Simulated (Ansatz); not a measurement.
# HfTi3O8: the band gap up the ladder of functionals

An exercise on one series of results from a longer session: the logs are not shown, and one member is left open.

The runs shown are made with Ansatz 0.2.0. PAW datasets, plane waves. No spin polarisation and no zero-point or thermal motion; the cell was built from a prototype and may be hypothetical.

### The system as given

The cell was relaxed beforehand with r2SCAN.

Space group Cmmm (No. 65), orthorhombic; a = 6.560 Å, b = 6.607 Å, c = 6.053 Å in the conventional setting, 10.93 Å³ an atom. Around Ti lie 6 O at 1.96–1.98 Å; around Ti lie 6 O at 1.94–2.02 Å; around O lie 2 Ti at 1.94–1.97 Å and 1 Hf at 2.06 Å; around O lie 3 Ti at 1.96–2.02 Å; around Hf lie 6 O at 2.06–2.07 Å.

The structure in full:

```
Ti O Hf
1.0
     3.27989   -3.30331    0.00000
     3.27989    3.30331    0.00000
     0.00000    0.00000    6.05346
Ti O Hf
3 8 1
Direct
  0.50000 0.50000 0.24463
  0.00000 0.00000 0.00000
  0.50000 0.50000 0.75537
  0.19984 0.19984 0.23656
  0.80016 0.80016 0.23656
  0.69463 0.30537 0.00000
  0.30537 0.69463 0.00000
  0.19984 0.19984 0.76344
  0.80016 0.80016 0.76344
  0.68672 0.31328 0.50000
  0.31328 0.68672 0.50000
  0.00000 0.00000 0.50000
```

The first run:

Input file input.yaml:

```yaml
crystal:
  lattice:
    - [3.2798867935, -3.3033057611, 0.0]
    - [3.2798867935, 3.3033057611, 0.0]
    - [0.0, 0.0, 6.0534624463]
  atoms:
    - { symbol: Ti, position: [0.5, 0.5, 0.2446299179] }
    - { symbol: Ti, position: [0.0, 0.0, 0.0] }
    - { symbol: O, position: [0.1998449353, 0.1998449353, 0.2365565294] }
    - { symbol: O, position: [0.8001550647, 0.8001550647, 0.2365565294] }
    - { symbol: O, position: [0.694632719, 0.305367281, 0.0] }
    - { symbol: O, position: [0.305367281, 0.694632719, 0.0] }
    - { symbol: Ti, position: [0.5, 0.5, 0.7553700821] }
    - { symbol: Hf, position: [0.0, 0.0, 0.5] }
    - { symbol: O, position: [0.1998449353, 0.1998449353, 0.7634434706] }
    - { symbol: O, position: [0.8001550647, 0.8001550647, 0.7634434706] }
    - { symbol: O, position: [0.686717615, 0.313282385, 0.5] }
    - { symbol: O, position: [0.313282385, 0.686717615, 0.5] }
kpoints:
  mp_grid: { grid: [6, 6, 4] }
  band_path:
    path:
      - [[0.0, 0.0, 0.0], [-0.5, 0.5, -1.734842136297e-34], [-0.496467787989, 0.503532212011, -1.733607716085e-34]]
      - [[0.496467787989, 0.496467787989, 1.735031391394e-35], [0.0, 0.0, 0.0], [3.699056570932e-51, -3.963054531786e-51, 0.5], [0.496467787989, 0.496467787989, 0.5]]
      - [[-0.496467787989, 0.503532212011, 0.5], [-0.5, 0.5, 0.5], [-0.5, 0.5, -1.734842136297e-34]]
      - [[0.0, 0.0, 0.0], [1.164672897038e-18, 0.5, -7.800522884728e-35], [1.164672897038e-18, 0.5, 0.5], [3.699056570932e-51, -3.963054531786e-51, 0.5], [-0.5, 0.5, 0.5]]
    npoints: 10
hamiltonian:
  xc: pbe
scf:
  occupations: { method: fermi_dirac, width: 0.02 }
  n_extra_bands: 7
output:
  forces: true
  stress: true
  eigenvalues: true
```

Among the steps run: Band structure with PBE; Single point with r2SCAN; Single point with HSE06; Single point with PBE+SOC; Single point with PBE0.

One table of the session follows, with a row left open; its other results are not shown here.

```
  level  gap (eV)
    PBE      2.01
 r2SCAN         ?
  HSE06      3.52
PBE+SOC      2.01
   PBE0      4.28
```

Q: Estimate the row for r2SCAN from the others.

**Answer.** gap (eV): 2.36. In the column «gap (eV)» it lies between PBE+SOC (2.01) and HSE06 (3.52).

Meshes: PBE 6×6×4, r2SCAN 6×6×4, HSE06 4×4×4, PBE+SOC 6×6×4, PBE0 4×4×4

The gap runs from 2.01 eV (PBE) to 4.28 eV (PBE0). Against HSE06, PBE is short by 1.51 eV, at 57 % of it, and r2SCAN 67 %. PBE0 lies 0.76 eV above HSE06, which differs from it by screening the long-range exchange.

Limits of these values: Warnings in the runs' records: stress exchange threshold loose, stress scf threshold loose.
